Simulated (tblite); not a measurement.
# C7H9NOSi: the cost of one run

The runs use tblite 0.8.0 and PySCF 2.14.0, with density-fitted response routines of our own; the level of theory stands in each step. All values are computed, except where a source is named. Atoms count from 0, in the outputs and in this text.

## 1. The molecule as given

19 atoms, charge 0, multiplicity 1; geometry from: force field or distance geometry start.

Bonds of the start (Å): O0–C1 1.28, C1–N2 1.42, N2–C3 1.45, C3–C4 1.46, C4–C5 1.32, C5–C6 1.45, C6–Si7 1.84, C6–C8 1.44, C8–C9 1.30, C6–C3 1.46, C9–C3 1.44, C1–H10 1.09, N2–H11 1.07, C4–H12 1.09, C5–H13 1.10, Si7–H14 1.48, Si7–H15 1.47, Si7–H16 1.49, C8–H17 1.11, C9–H18 1.11.

## 2. Geometry optimisation with GFN2-xTB

What the job is given:

```
{"job": {"kind": "relax", "xc": "GFN2-xTB", "basis": "xTB"}, "charge": 0, "multiplicity": 1}
O      3.200400    -0.689100    -0.060100
C      2.413100    -0.683500    -1.073700
N      1.060900    -0.274000    -0.962700
C      0.527400     0.176600     0.305900
C      0.557300    -0.779700     1.413500
C     -0.752600    -0.724100     1.545100
C     -0.923100     0.235800     0.465800
Si    -1.983800    -0.256100    -0.949400
C     -0.721800     1.639200     0.725300
C      0.572400     1.591100     0.591300
H      2.793500    -1.018300    -2.039400
H      0.413800    -0.281900    -1.818600
H      1.329900    -1.339100     1.945600
H     -1.429800    -1.232300     2.240400
H     -3.393000    -0.011200    -0.564000
H     -1.728700     0.527400    -2.161600
H     -1.885700    -1.713200    -1.232200
H     -1.413900     2.471700     0.953500
H      1.353800     2.370100     0.667700
```

Launch:

```console
> OMP_NUM_THREADS=1 python probes_run.py task.json out
```

This one command runs all jobs of the session in turn.

Q: Estimate the wall time and peak memory of this first job on 1 thread of Arm Neoverse V1, shared host.

About 2.4 s, with a peak of 0.18 GiB.
